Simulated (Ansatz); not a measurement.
C2H5ClOSi, SMILES OC([SiH3])=CCl, a geometry optimisation

Computed with Ansatz's Python interface.

Typed at the interpreter:
```pycon
>>> import itertools
>>> import ansatz as az
>>> from ase.data import atomic_numbers, covalent_radii
>>> import numpy as np
>>> mol = (
...     az.Crystal.molecule()
...     .atom("O", [-1.6232, -0.1361, 0.5384])
...     .atom("C", [-0.3702, 0.1319, 0.1055])
...     .atom("Si", [0.6615, -1.3652, -0.2015])
...     .atom("C", [0.1782, 1.3872, -0.0815])
...     .atom("Cl", [-0.8403, 2.7787, 0.1648])
...     .atom("H", [-2.1026, 0.7942, 0.6373])
...     .atom("H", [2.0726, -0.9277, -0.6246])
...     .atom("H", [0.1482, -2.2024, -1.2609])
...     .atom("H", [0.8485, -2.137, 1.1052])
...     .atom("H", [1.1104, 1.6251, -0.3798])
... )
>>> model = (
...     mol.calculation()
...     .basis(gaussian="def2-SVP")
...     .functional("CAM-B3LYP")
... )
>>> symbols = [site.symbol for site in mol.cartesian_sites]
>>> start = np.array([site.position_ang for site in mol.cartesian_sites], dtype=float)
>>> rep = model.relax(force_tolerance=0.02).run(threads=1, backend="cpu").report

>>> end = np.array(rep["positions_ang"])
>>> for key in ("converged", "free_energy_ev", "reference_energy_ev", "n_frozen", "n_occupied", "n_virtual"):
...     print(f"{key:22s} {rep[key]}")
...
converged              True
free_energy_ev         -24590.881043711684
reference_energy_ev    -24590.881043711684
n_frozen               0
n_occupied             [28, 28]
n_virtual              [75, 75]
>>> # pairs closer than 1.2 times the sum of covalent radii, before or after
>>> radius = [covalent_radii[atomic_numbers[s]] for s in symbols]
>>> span = lambda where, i, j: np.linalg.norm(where[i] - where[j])
>>> bonded = [(i, j) for i, j in itertools.combinations(range(len(symbols)), 2) if min(span(start, i, j), span(end, i, j)) < 1.2 * (radius[i] + radius[j])]
>>> print("pair        before    after (A)")
pair        before    after (A)
>>> for i, j in bonded:
...     print(f"{symbols[i]}{i}-{symbols[j]}{j}".ljust(10), f"{span(start, i, j):8.4f} {span(end, i, j):8.4f}")
...
O0-C1        1.3525   1.3487
O0-H5        1.0512   0.9723
C1-Si2       1.8439   1.8853
C1-C3        1.3826   1.3402
Si2-H6       1.5368   1.4864
Si2-H7       1.4445   1.4861
Si2-H8       1.5291   1.4861
C3-Cl4       1.7419   1.7453
C3-H9        1.0073   1.0879
>>> for first, second in list(itertools.combinations(bonded, 2)):
...     shared = set(first) & set(second)
...     if shared and symbols[(j := shared.pop())] != "H":
...         i, k = sorted((set(first) | set(second)) - {j})
...         u, v = end[i] - end[j], end[k] - end[j]
...         angle = np.degrees(np.arccos(np.clip(u @ v / np.linalg.norm(u) / np.linalg.norm(v), -1, 1)))
...         print(f"final angle {symbols[i]}{i}-{symbols[j]}{j}-{symbols[k]}{k}: {angle:.2f} deg")
...
final angle C1-O0-H5: 108.68 deg
final angle O0-C1-Si2: 114.35 deg
final angle O0-C1-C3: 123.57 deg
final angle Si2-C1-C3: 122.09 deg
final angle C1-Si2-H6: 108.00 deg
final angle C1-Si2-H7: 109.62 deg
final angle C1-Si2-H8: 109.63 deg
final angle C1-C3-Cl4: 120.32 deg
final angle C1-C3-H9: 124.38 deg
final angle H6-Si2-H7: 110.16 deg
final angle H6-Si2-H8: 110.16 deg
final angle H7-Si2-H8: 109.25 deg
final angle Cl4-C3-H9: 115.30 deg
>>> charges = rep["charge_distribution"]
>>> dipole = np.array(charges["dipole_moment_e_ang"]) * 4.803205
>>> print("dipole (D): {:.3f} {:.3f} {:.3f}, length {:.3f}".format(*dipole, np.linalg.norm(dipole)))
dipole (D): 0.527 0.022 -0.166, length 0.553
>>> print("atom  Mulliken   Lowdin")
atom  Mulliken   Lowdin
>>> for symbol, m, l in zip(symbols, charges["mulliken_charges_e"], charges["lowdin_charges_e"]):
...     print(f"{symbol:4s} {m:9.3f} {l:8.3f}")
...
O       -0.212    0.185
C       -0.039   -0.249
Si       0.463    0.386
C       -0.055   -0.273
Cl      -0.123    0.222
H        0.171   -0.040
H       -0.097   -0.079
H       -0.082   -0.077
H       -0.082   -0.077
H        0.057    0.003
```

Reading the output:
- Total energies depend on the basis set; only differences at equal settings carry meaning.
- The end point is the stationary point reached from this start; no frequency run checks that it is a minimum, and the basis set is modest.
- The Löwdin charges here are taken after orthogonalising the functions within each atom; they differ from plain Löwdin charges, and their signs can be unphysical.
- The whole script took 49 s on 1 thread of Arm Neoverse V1, with other jobs on the host, peak memory 0.34 GiB.

(Lines on the test bed's own set-up are left out of the output.)
